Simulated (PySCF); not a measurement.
# Ways to converge the SCF of ZnGe

Do solver options change the result for ZnGe, or only the number of cycles?

Computed with PySCF 2.14.0. Level: method and basis as typed in the scripts.

5 further runs of the same task are left out: 5 that didn't finish.

### Step 1. The starting structure

ZnGe: 2 atoms, charge 0, spin multiplicity 1.

Bond lengths: Zn1–Ge2 2.350 Å.

### Step 2. Base script

Input file input.py:

```python
from pyscf import gto, scf
from pyscf.hessian import thermo

mol = gto.M(
    atom='Zn 0 0 0; Ge 0 0 2.35',
    basis='3-21g',
    charge=0,
    spin=0,
    verbose=4,
)
mf = scf.RHF(mol)
mf.kernel()
hess = mf.Hessian().kernel()
print('wavenumber (cm^-1) =', thermo.harmonic_analysis(mol, hess)['freq_wavenumber'].round(1))
mf.dip_moment()
print('orbital energies (hartree):', mf.mo_energy[..., max(0, mol.nelec[1]-3):mol.nelec[0]+3].round(4))
```

Run with:

```bash
$ OMP_NUM_THREADS=1 python input.py
```

The log of this run is left out.

Base result: E(SCF) = -3834.198842 Eh, 9 cycles, μ = 3.08 D, wavenumbers 228 cm⁻¹.

The bond length is a typed value, not an optimised one, so the wavenumber is not that of the minimum.

### Step 3. Initial guess sap

Run 1 changes initial guess: minao → sap.

Input file input.py:

```python
from pyscf import gto, scf
from pyscf.hessian import thermo

mol = gto.M(
    atom='Zn 0 0 0; Ge 0 0 2.35',
    basis='3-21g',
    charge=0,
    spin=0,
    verbose=4,
)
mf = scf.RHF(mol)
mf.init_guess = 'sap'
mf.kernel()
hess = mf.Hessian().kernel()
print('wavenumber (cm^-1) =', thermo.harmonic_analysis(mol, hess)['freq_wavenumber'].round(1))
mf.dip_moment()
print('orbital energies (hartree):', mf.mo_energy[..., max(0, mol.nelec[1]-3):mol.nelec[0]+3].round(4))
```

Run with:

```bash
$ OMP_NUM_THREADS=1 python input.py
```

### Step 4. Convergence threshold 1e-05 hartree

Run 2 changes convergence threshold: default → 1e-05 hartree.

input.py, as its differences from that of step 2:

```diff
@@ -11,2 +11,3 @@
 mf = scf.RHF(mol)
+mf.conv_tol = 1e-05
 mf.kernel()
```

### Step 5. Second-order solver on

Run 3 changes second-order solver: off → on.

input.py, as its differences from that of step 2:

```diff
@@ -11,2 +11,3 @@
 mf = scf.RHF(mol)
+mf = mf.newton()
 mf.kernel()
```

### Step 6. Initial guess chk

Run 4 changes initial guess: minao → chk.

input.py, as its differences from that of step 2:

```diff
@@ -11,2 +11,3 @@
 mf = scf.RHF(mol)
+mf.init_guess = 'chk'
 mf.kernel()
```

**Question.** What will these runs give? Wanted: for each run, E(SCF); from base; gap; SCF dipole; after the SCF.

As calculated:

| run | E(SCF) (hartree) | from base (eV) | cycles | gap (eV) | SCF dipole (D) | after the SCF |
| --- | --- | --- | --- | --- | --- | --- |
| base | -3834.198842 | 0 | 9 | 5.63 | 3.08 | highest mode 228 cm⁻¹ |
| initial guess sap | -3834.198842 | 0.0000 | 10 | 5.63 | 3.08 | highest mode 228 cm⁻¹ |
| convergence threshold 1e-05 hartree | -3834.198842 | 0.0000 | 7 | 5.64 | 3.08 | highest mode 228 cm⁻¹ |
| second-order solver on | -3834.198842 | 0.0000 | 2 macro | 5.63 | 3.08 | highest mode 228 cm⁻¹ |
| initial guess chk | -3834.198842 | 0.0000 | 9 | 5.63 | 3.08 | highest mode 228 cm⁻¹ |

Distance from each run's final energy (log10 hartree) by cycle:

```
                                run  cycle 1  cycle 2  cycle 3  cycle 5  cycle 8  cycle 12
                               base     -1.9     -2.5     -3.4     -4.5     -9.2      done
                  initial guess sap     -0.7     -1.0     -2.7     -4.0     -6.8      done
convergence threshold 1e-05 hartree     -1.9     -2.5     -3.4     -4.5     done      done
                  initial guess chk     -1.9     -2.5     -3.4     -4.5     -9.2      done
```

What this shows: No change of the SCF energy comes from initial guess sap or convergence threshold 1e-05 hartree or second-order solver on or initial guess chk. PySCF falls back to minao for a guess that it doesn't know or can't read, so that run repeats the base. With initial guess sap, initial guess chk the path hardly changes: 9 to 10 cycles against 9.
